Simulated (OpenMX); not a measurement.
The system is HPbNO4.

```
H Pb N O
1.0
     6.85876    0.00000   -0.01491
     0.00000    4.22865    0.00000
    -3.37519    0.00000    7.28194
H Pb N O
2 2 2 8
Direct
  0.22549 0.75000 0.50730
  0.77451 0.25000 0.49270
  0.30229 0.25000 0.28494
  0.69771 0.75000 0.71506
  0.21484 0.75000 0.83567
  0.78516 0.25000 0.16433
  0.33078 0.75000 0.45338
  0.40909 0.75000 0.86901
  0.15508 0.75000 0.96537
  0.07083 0.75000 0.66955
  0.66922 0.25000 0.54661
  0.59091 0.25000 0.13099
  0.84492 0.25000 0.03463
  0.92917 0.25000 0.33045
```

The cell was built by a generator and needn't be a form met in nature.

Base run:

- Program: OpenMX 3.8.5
- Functional: PBE
- Potentials or basis: OpenMX 2013 PBE set, H6.0-s2p1, Pb8.0-s3p2d2f1, N6.0-s2p2d1, O6.0-s2p2d1, grid cutoff 500 Ry
- k mesh: 5 × 7 × 5
- Occupations: fermi-dirac, width 0.05 eV
- Spin: no spin polarisation

Its results: band gap on the k mesh 3.10 eV, indirect (least direct gap 3.25 eV); pressure 2.1 GPa; largest force 1.186 eV/Å.

Problem. The run is repeated on the same cell with these changes: functional from PBE to LDA; potentials or basis from OpenMX 2013 PBE set, H6.0-s2p1, Pb8.0-s3p2d2f1, N6.0-s2p2d1, O6.0-s2p2d1, grid cutoff 500 Ry to OpenMX 2013 LDA set, H6.0-s2p1, Pb8.0-s3p2d2f1, N6.0-s2p2d1, O6.0-s2p2d1, grid cutoff 500 Ry. What comes out?

Solution. Band gap on the k mesh 3.01 eV, indirect (least direct gap 3.13 eV); pressure -3.4 GPa; largest force 0.513 eV/Å.

Caveats: spin-orbit coupling is left out, which as a rule narrows the gap of such compounds by several tenths of an eV; the basis of atomic orbitals isn't converged, which shifts pressures, moduli and gaps; an odd mesh through Γ misses points on the zone boundary, where band edges often lie (some runs); forces of over 1 eV/Å show positions far from the minimum, so gaps and moduli don't describe the material at rest (some runs).
